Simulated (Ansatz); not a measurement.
# MgIrC6N6: the cost of one run

Program: Ansatz 0.2.0. Level of theory: DFT PBE, scalar-relativistic, plane waves, PAW. These are calculated values, not measurements.

## (1) The structure to begin with

The structure is cubic, space group Fm-3m (No. 225). The conventional cell has a = 10.315 Å, b = 10.315 Å, c = 10.315 Å, α = 90.00°, β = 90.00°, γ = 90.00°. Mg (site symmetry m-3m) is surrounded by 6 C at 1.98 Å. Ir (site symmetry m-3m) has 6 N at 2.01 Å in its first shell of neighbours. Around C (site symmetry 4mm) lie 1 N at 1.17 Å and 1 Mg at 1.98 Å. Around N (site symmetry 4mm) lie 1 C at 1.17 Å and 1 Ir at 2.01 Å.

Structure file:

```xyz
14
Lattice="0.0000 5.1575 5.1575 5.1575 0.0000 5.1575 5.1575 5.1575 0.0000" Properties=species:S:1:pos:R:3 pbc="T T T"
Mg    0.0000    0.0000    0.0000
Ir    5.1575    5.1575    5.1575
C     1.9800    5.1575    5.1575
C     5.1575    1.9800    5.1575
C     5.1575    5.1575    1.9800
C     8.3350    5.1575    5.1575
C     5.1575    8.3350    5.1575
C     5.1575    5.1575    8.3350
N     3.1500    5.1575    5.1575
N     5.1575    3.1500    5.1575
N     5.1575    5.1575    3.1500
N     7.1650    5.1575    5.1575
N     5.1575    7.1650    5.1575
N     5.1575    5.1575    7.1650
```

Recipe of the guess: cyanide-bridged rock-salt net of two metals, 0 guest cations a cell (Fm-3m, No. 225). Its size is a rough estimate.

## (2) Probe: one point on a coarse mesh

File input.yaml:

```yaml
crystal:
  lattice:
    - [0.0, 5.1575, 5.1575]
    - [5.1575, 0.0, 5.1575]
    - [5.1575, 5.1575, 0.0]
  atoms:
    - { symbol: Mg, position: [0.0, 0.0, 0.0] }
    - { symbol: Ir, position: [0.5, 0.5, 0.5], spin: 1.0 }
    - { symbol: C, position: [0.80804653, 0.19195347, 0.19195347] }
    - { symbol: C, position: [0.19195347, 0.80804653, 0.19195347] }
    - { symbol: C, position: [0.19195347, 0.19195347, 0.80804653] }
    - { symbol: C, position: [0.19195347, 0.80804653, 0.80804653] }
    - { symbol: C, position: [0.80804653, 0.19195347, 0.80804653] }
    - { symbol: C, position: [0.80804653, 0.80804653, 0.19195347] }
    - { symbol: "N", position: [0.69461949, 0.30538051, 0.30538051] }
    - { symbol: "N", position: [0.30538051, 0.69461949, 0.30538051] }
    - { symbol: "N", position: [0.30538051, 0.30538051, 0.69461949] }
    - { symbol: "N", position: [0.30538051, 0.69461949, 0.69461949] }
    - { symbol: "N", position: [0.69461949, 0.30538051, 0.69461949] }
    - { symbol: "N", position: [0.69461949, 0.69461949, 0.30538051] }
basis:
  ecutwfc: 420
kpoints:
  mp_grid: { grid: [4, 4, 4] }
hamiltonian:
  xc: pbe
scf:
  occupations: { method: gaussian, width: 0.1 }
  lower_state_search: "off"
output:
  forces: true
  stress: true
  eigenvalues: true
  populations: true
magnetization:
  spin_polarized: true
```

Run with:

```bash
$ ansatz run input.yaml --threads 1 --pin off --max-ram 2560MiB --backend cpu --events-out ev --progress --plain --runs-dir out
```

**Question.** How long does this run take on 1 thread of Intel Xeon Platinum 8488C (Sapphire Rapids), shared host, and how much memory does it need?

About 19 s, with a peak of 0.73 GiB.
